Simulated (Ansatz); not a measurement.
# MoAuS3: the cost of one run

Method: DFT PBE, scalar-relativistic, plane waves, PAW, in Ansatz 0.2.0.

## 1. The structure to begin with

Symmetry: Pm-3m, No. 221, cubic system. The conventional cell has a = 5.178 Å, b = 5.178 Å, c = 5.178 Å, α = 90.00°, β = 90.00°, γ = 90.00°. Around Mo (site symmetry m-3m) lie 12 S at 3.66 Å. S (site symmetry 4/mmm) is surrounded by 2 Au at 2.59 Å and 4 Mo at 3.66 Å. Around Au (site symmetry m-3m) lie 6 S at 2.59 Å.

As a file:

```cif
data_structure
_symmetry_space_group_name_H-M 'P 1'
_symmetry_Int_Tables_number 1
_cell_length_a 5.1779
_cell_length_b 5.1779
_cell_length_c 5.1779
_cell_angle_alpha 90.000
_cell_angle_beta 90.000
_cell_angle_gamma 90.000
_cell_volume 138.83
loop_
_atom_site_label
_atom_site_type_symbol
_atom_site_fract_x
_atom_site_fract_y
_atom_site_fract_z
_atom_site_occupancy
Mo1 Mo 0.00000 0.00000 0.00000 1
S1 S 0.00000 0.50000 0.50000 1
S2 S 0.50000 0.00000 0.50000 1
S3 S 0.50000 0.50000 0.00000 1
Au1 Au 0.50000 0.50000 0.50000 1
```

Recipe of the guess: species swapped into a database cell of Ca3SbP (Pm-3m, No. 221), with S on the Ca sites, Mo on the Sb sites and Au on the P sites. The dimensions are guesses.

## 2. The guess as it stands, on a coarse mesh

The input, input.yaml:

```yaml
crystal:
  lattice:
    - [5.17793454, 0.0, 0.0]
    - [0.0, 5.17793454, 0.0]
    - [0.0, 0.0, 5.17793454]
  atoms:
    - { symbol: Mo, position: [0.0, 0.0, 0.0], spin: 1.0 }
    - { symbol: S, position: [0.0, 0.5, 0.5] }
    - { symbol: S, position: [0.5, 0.0, 0.5] }
    - { symbol: S, position: [0.5, 0.5, 0.0] }
    - { symbol: Au, position: [0.5, 0.5, 0.5] }
basis:
  ecutwfc: 420
kpoints:
  mp_grid: { grid: [4, 4, 4] }
hamiltonian:
  xc: pbe
scf:
  occupations: { method: gaussian, width: 0.1 }
  lower_state_search: "off"
output:
  forces: true
  stress: true
  eigenvalues: true
  populations: true
magnetization:
  spin_polarized: true
```

Run with:

```
ansatz run input.yaml --threads 1 --pin off --max-ram 2048MiB --backend cpu --events-out ev --progress --plain --runs-dir out
```

What time and memory should one allow on 1 thread of Arm Neoverse V1, shared host?

About 9.7 s, with a peak of 0.42 GiB.
